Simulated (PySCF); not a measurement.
**Solver options tried on HI⁺**

Aim: find out which solver settings change the answer for HI⁺.

The runs use PySCF 2.14.0; each script names its method and basis.

5 further runs of the same task are left out: 5 that didn't finish.

### 1 The system as given

HI⁺: 2 atoms, charge 1, spin multiplicity 2.

Bond lengths: H1–I2 1.557 Å.

### 2 The base run

The input, input.py:

```python
from pyscf import gto, scf
from pyscf.geomopt.geometric_solver import optimize

mol = gto.M(
    atom='H 0 0 0; I 0 0 1.557',
    basis='x2c-svpall',
    charge=1,
    spin=1,
    verbose=4,
)
mf = scf.ROHF(mol)
mf = mf.sfx2c1e()
mf.kernel()
mol_eq = optimize(mf, maxsteps=30)
print('optimised geometry (angstrom)')
print(mol_eq.tostring('raw'))
print('orbital energies (hartree):', mf.mo_energy[..., max(0, mol.nelec[1]-3):mol.nelec[0]+3].round(4))
```

On the command line:

```bash
$ python input.py
```

The log of this run is left out.

Base result: at the starting geometry E(SCF) = -7112.295748 Eh, 8 cycles, optimised bond 1.618 Å in 5 steps; the optimisation lowers the energy by 0.043 eV.

### 3 DIIS space 4

Run 1 changes DIIS space: default → 4.

The input, input.py:

```python
from pyscf import gto, scf
from pyscf.geomopt.geometric_solver import optimize

mol = gto.M(
    atom='H 0 0 0; I 0 0 1.557',
    basis='x2c-svpall',
    charge=1,
    spin=1,
    verbose=4,
)
mf = scf.ROHF(mol)
mf = mf.sfx2c1e()
mf.diis_space = 4
mf.kernel()
mol_eq = optimize(mf, maxsteps=30)
print('optimised geometry (angstrom)')
print(mol_eq.tostring('raw'))
print('orbital energies (hartree):', mf.mo_energy[..., max(0, mol.nelec[1]-3):mol.nelec[0]+3].round(4))
```

On the command line:

```bash
$ python input.py
```

### 4 Convergence threshold 1e-05 hartree

Run 2 changes convergence threshold: default → 1e-05 hartree.

Edit input.py of step 2 so:

```diff
@@ -12,2 +12,3 @@
 mf = mf.sfx2c1e()
+mf.conv_tol = 1e-05
 mf.kernel()
```

### 5 Convergence threshold 1e-07 hartree

Run 3 changes convergence threshold: default → 1e-07 hartree.

Edit input.py of step 2 so:

```diff
@@ -12,2 +12,3 @@
 mf = mf.sfx2c1e()
+mf.conv_tol = 1e-07
 mf.kernel()
```

Before running it: what results should come out? Wanted: for each run, E(SCF); from base; after the SCF.

**Answer**, as computed:

| run | E(SCF) (hartree) | from base (eV) | cycles | after the SCF |
| --- | --- | --- | --- | --- |
| base | -7112.295748 | 0 | 8 | bond 1.618 Å, -0.043 eV |
| DIIS space 4 | -7112.295748 | 0.0000 | 8 | bond 1.618 Å, -0.043 eV |
| convergence threshold 1e-05 hartree | -7112.295748 | 0.0000 | 5 | bond 1.618 Å, -0.043 eV |
| convergence threshold 1e-07 hartree | -7112.295748 | 0.0000 | 7 | bond 1.618 Å, -0.043 eV |

SCF columns refer to the geometry typed in the script.

Distance from each run's final energy (log10 hartree) by cycle:

| run | cycle 1 | cycle 2 | cycle 3 | cycle 5 | cycle 8 | cycle 12 |
| --- | --- | --- | --- | --- | --- | --- |
| base | -1.5 | -2.9 | -4.1 | -6.7 | < -11 | done |
| DIIS space 4 | -1.5 | -2.9 | -4.1 | -6.7 | -11.0 | done |
| convergence threshold 1e-05 hartree | -1.5 | -2.9 | -4.1 | -6.8 | done | done |
| convergence threshold 1e-07 hartree | -1.5 | -2.9 | -4.1 | -6.7 | done | done |

What this shows: No change of the SCF energy comes from DIIS space 4 or convergence threshold 1e-05 hartree or convergence threshold 1e-07 hartree.
